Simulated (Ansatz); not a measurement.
**CH3F3Si: basis-set convergence**

How large a basis does CH3F3Si need? Two functionals are run in growing sets.

Program: Ansatz 0.2.0, Gaussian basis. Level of theory: one geometry, several basis sets. These are calculated values, not measurements.

Plan: PBE0-D4/def2-SVP; ωB97M-V/def2-SVP; PBE0-D4/def2-QZVPP; ωB97M-V/def2-QZVPP; the functionals' def2-TZVPP values are taken from earlier runs.

## 1. The relaxed structure

All runs share one geometry, relaxed beforehand with PBE0-D4 in a triple-zeta def2 set.

8 atoms, charge 0, spin multiplicity 1.

Atoms are counted from 1 here; the program's logs count them from 0.

Bond lengths: F1–C2 1.345 Å, C2–F3 1.345 Å, C2–F4 1.345 Å, C2–Si5 1.934 Å, Si5–H6 1.480 Å, Si5–H7 1.480 Å, Si5–H8 1.480 Å. Angles: F1–C2–F3 106.9°, F1–C2–F4 106.9°, F1–C2–Si5 112.0°, F3–C2–F4 106.9°, F3–C2–Si5 111.9°, F4–C2–Si5 111.9°, C2–Si5–H6 107.3°, C2–Si5–H7 107.3°, C2–Si5–H8 107.3°, H6–Si5–H7 111.5°, H6–Si5–H8 111.5°, H7–Si5–H8 111.5°.

## 2. PBE0-D4 in def2-SVP

The input, in.yaml:

```yaml
crystal:
  periodic: [false, false, false]
  atoms:
    - {symbol: F, position_ang: [0.413171, -1.058939, 1.536712]}
    - {symbol: C, position_ang: [0.628450, -0.665663, 0.268536]}
    - {symbol: F, position_ang: [0.562567, -1.768632, -0.498709]}
    - {symbol: F, position_ang: [1.897157, -0.222708, 0.207232]}
    - {symbol: Si, position_ang: [-0.636071, 0.683899, -0.295756]}
    - {symbol: H, position_ang: [-0.479045, 1.842543, 0.611797]}
    - {symbol: H, position_ang: [-0.305187, 1.040307, -1.693698]}
    - {symbol: H, position_ang: [-1.988743, 0.092094, -0.191816]}
basis:
  gaussian: {orbitals: def2-SVP}
hamiltonian: {xc: pbe0, dispersion: d4}
output: {orbitals: {seedname: orbitals}}
```

The run is started by

```bash
ansatz run in.yaml --threads 4 --pin off --events-out ev --progress --plain --max-ram 10444MiB
```

The runs that follow: ωB97M-V in def2-SVP; PBE0-D4 in def2-QZVPP; ωB97M-V in def2-QZVPP.

Q: Predict the results of all the runs planned. Wanted: PBE0-D4: double and triple zeta above quadruple; ωB97M-V: double and triple zeta above quadruple.

As calculated:

| quantity | value |
| --- | --- |
| PBE0-D4: double and triple zeta above quadruple | 14.69, 0.74 eV |
| ωB97M-V: double and triple zeta above quadruple | 14.91, 0.69 eV |

**Reading.** For PBE0-D4 the step from double to triple zeta gains 13.95 eV and the next only 0.74 eV. Total energies overstate the basis error of differences, where much of it tends to cancel. The LUMO of ωB97M-V is positive and keeps falling with the basis (2.39 to 1.40 eV): an unbound level that the basis holds in place.
